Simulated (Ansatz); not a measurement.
Working through a test of the smearing width of CdAg₃, space group Pm-3m

Computed with the Ansatz DFT code, driven from Python.

The cells in order, each with its output:

```python
import ansatz
```

```python
cell = (
    ansatz.Lattice.of((4.159419, 0.0, 0.0), (0.0, 4.159419, 0.0), (0.0, 0.0, 4.159419))
    .atom("Cd", (0.0, 0.0, 0.0))
    .atom("Ag", (0.0, 0.5, 0.5))
    .atom("Ag", (0.5, 0.0, 0.5))
    .atom("Ag", (0.5, 0.5, 0.0))
)
```

```python
cell.resolved().sites[-1]
```

    Site(symbol='Ag', position=(0.5, 0.5, 0.0), moment=None, axis=None, held=None, saved=None)

```python
base = cell.calculation()
base = base.functional("r2scan").basis(550)
base = base.kpoints(spacing=0.23)
base = base.initial_density(normalization="atom")
base = base.scf(tolerance=1e-07, max_iterations=100, lower_state_search="off")
```

```python
rows = []
for value in [0.3, 0.2, 0.1, 0.05]:
    rep = base.occupations("cold", width=value).run().report
    rows.append((value, rep["free_energy_ev"] / len(rep["lattice"]["sites"]), rep["n_iterations"], rep["n_kpoints"]))
```

    

```python
print("  width (eV)   F/atom (eV)    iterations      k-points")
for row in rows:
    print(f"{str(row[0]):>12s}  {row[1]:12.5f}  {row[2]:12d}  {row[3]:12d}")
```

      width (eV)   F/atom (eV)    iterations      k-points
             0.3   -7770.04829             9            20
             0.2   -7770.04688             9            20
             0.1   -7770.04656             9            20
            0.05   -7770.04672             8            20

```python
for row in rows[:-1]:
    shift = 1000 * (row[1] - rows[-1][1])
    print(f"{row[0]}: {shift:+.2f} meV/atom" + ("  (within 5 meV)" if abs(shift) < 5 else ""))
```

    0.3: -1.58 meV/atom  (within 5 meV)
    0.2: -0.17 meV/atom  (within 5 meV)
    0.1: +0.15 meV/atom  (within 5 meV)

Going from 0.05 to 0.3 eV changes F by -1.6 meV an atom. This scheme is built to cancel the term in the square of the width, so the shifts stay small and are partly the mesh's error.

The mesh is modest for a metal, so energies can be off by several to tens of meV an atom and pressures by half a GPa or more; differences at equal mesh fare better. The narrowest width needs the finest mesh, so the last row is no converged reference. The structure comes from a database of computed cells and needn't be a stable or known phase. It ran for 25 s on 1 thread of Intel(R) Xeon(R) Platinum 8375C CPU @ 2.90GHz (Ice Lake), on a shared host, peak memory 0.55 GiB.

(Lines on the test bed's own set-up are left out of the output.)
